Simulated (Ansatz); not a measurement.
# CH₃F₂NOSn: up Jacob's ladder to CCSD(T)

One table from this session's results is given with a row withheld; the runs are named, their logs left out.

The runs use Ansatz 0.2.0, Gaussian basis; functionals in def2-TZVPP, the program's frozen cores in correlated methods.

Plan: LDA (SPW92), PBE-D4, revPBE-D4, BLYP-D4, r2SCAN-D4, B97M-V, PBE0-D4, B3LYP-D4, r2SCANh-D4, r2SCAN0-D4, HSE06-D4, BHLYP-D4, CAM-B3LYP-D4, LC-ωPBE, ωB97X-V, ωB97M-V, B2PLYP, PBE-QIDH; CCSD(T)/def2-SVP; CCSD(T)/def2-TZVPP; MP2/def2-QZVPP; extrapolation to the limit; RPA on PBE.

**Structure used throughout**

The geometry comes from an earlier relaxation with PBE0-D4 in a triple-zeta def2 set; it is a stationary point, not always the lowest conformer. Sn takes the def2 core potential; no spin-orbit term is included.

9 atoms, charge 0, spin multiplicity 1.

Atoms are counted from 1 here; the program's logs count them from 0.

Bond lengths: N1–Sn2 2.036 Å, N1–H7 1.009 Å, N1–H8 1.009 Å, Sn2–H9 1.778 Å, O3–C4 1.175 Å, C4–F5 1.303 Å, C4–F6 1.303 Å. Angles: Sn2–N1–H7 123.3°, Sn2–N1–H8 121.7°, H7–N1–H8 110.9°, N1–Sn2–H9 90.8°, O3–C4–F5 125.8°, O3–C4–F6 125.6°, F5–C4–F6 108.5°.

Geometry (Å):

```
N     0.5552   -1.2247    0.1505
Sn    1.4163   -0.4246   -1.5116
O    -0.8256    1.4509   -0.9223
C    -1.2513    1.0332    0.0902
F    -0.8214    1.3398    1.2813
F    -2.2751    0.2363    0.2119
H     0.9049   -1.0705    1.0839
H     0.0030   -2.0675    0.1076
H     2.3826    0.6810   -0.5087
```

The first run:

in.yaml

```yaml
crystal:
  periodic: [false, false, false]
  atoms:
    - {symbol: N, position_ang: [0.555240, -1.224737, 0.150463]}
    - {symbol: Sn, position_ang: [1.416344, -0.424579, -1.511620]}
    - {symbol: O, position_ang: [-0.825590, 1.450901, -0.922289]}
    - {symbol: C, position_ang: [-1.251348, 1.033161, 0.090220]}
    - {symbol: F, position_ang: [-0.821424, 1.339801, 1.281330]}
    - {symbol: F, position_ang: [-2.275140, 0.236318, 0.211942]}
    - {symbol: H, position_ang: [0.904874, -1.070485, 1.083915]}
    - {symbol: H, position_ang: [0.003005, -2.067542, 0.107609]}
    - {symbol: H, position_ang: [2.382638, 0.680963, -0.508669]}
basis:
  gaussian: {orbitals: def2-TZVPP}
hamiltonian: {xc: lda}
output: {orbitals: {seedname: orbitals}}
```

Launch:

```sh
ansatz run in.yaml --threads 4 --pin off --events-out ev --progress --plain --max-ram 10444MiB
```

Steps of the session up to this table: LDA; PBE-D4 (GGA); revPBE-D4 (GGA); BLYP-D4 (GGA); r2SCAN-D4 (meta-GGA); B97M-V (meta-GGA); B3LYP-D4 (hybrid); r2SCANh-D4 (hybrid); r2SCAN0-D4 (hybrid); HSE06-D4 (hybrid); BHLYP-D4 (hybrid); CAM-B3LYP-D4 (range-separated); LC-ωPBE (range-separated); ωB97X-V (range-separated); ωB97M-V (range-separated); B2PLYP (double hybrid); PBE-QIDH (double hybrid).

One of the session's tables, all rows but one given; the rest of the session is left out.

It belongs to the step «Frontier levels by functional». 

```
  functional  HOMO (eV)  LUMO (eV)  gap (eV)
 LDA (SPW92)      -5.61      -2.95      2.66
      PBE-D4      -5.46      -2.65      2.81
   revPBE-D4      -5.40      -2.52      2.88
     BLYP-D4      -5.37      -2.57      2.80
   r2SCAN-D4      -5.71      -2.49      3.21
      B97M-V      -5.62      -2.53      3.09
     PBE0-D4      -6.46      -1.89      4.58
    B3LYP-D4      -6.33      -2.13      4.20
  r2SCANh-D4      -6.08      -2.21      3.87
  r2SCAN0-D4          ?          ?         ?
    HSE06-D4      -6.07      -2.25      3.82
    BHLYP-D4      -7.39      -1.12      6.27
CAM-B3LYP-D4      -7.74      -0.95      6.78
     LC-ωPBE      -8.93       0.16      9.09
     ωB97X-V      -8.65       0.07      8.72
     ωB97M-V      -8.56      -0.10      8.46
```

Q: Estimate the row for r2SCAN0-D4 from the others.

Worked estimate for «HOMO (eV)». Against the share of exact exchange, r2SCAN-D4 (0, -5.71), r2SCANh-D4 (0.1, -6.08) give a slope of -3.70 per unit share; at 0.25 the line stands at -6.63.

As computed: HOMO (eV): -6.64; LUMO (eV): -1.80; gap (eV): 4.83. In «HOMO (eV)» the line misses by +0.01.
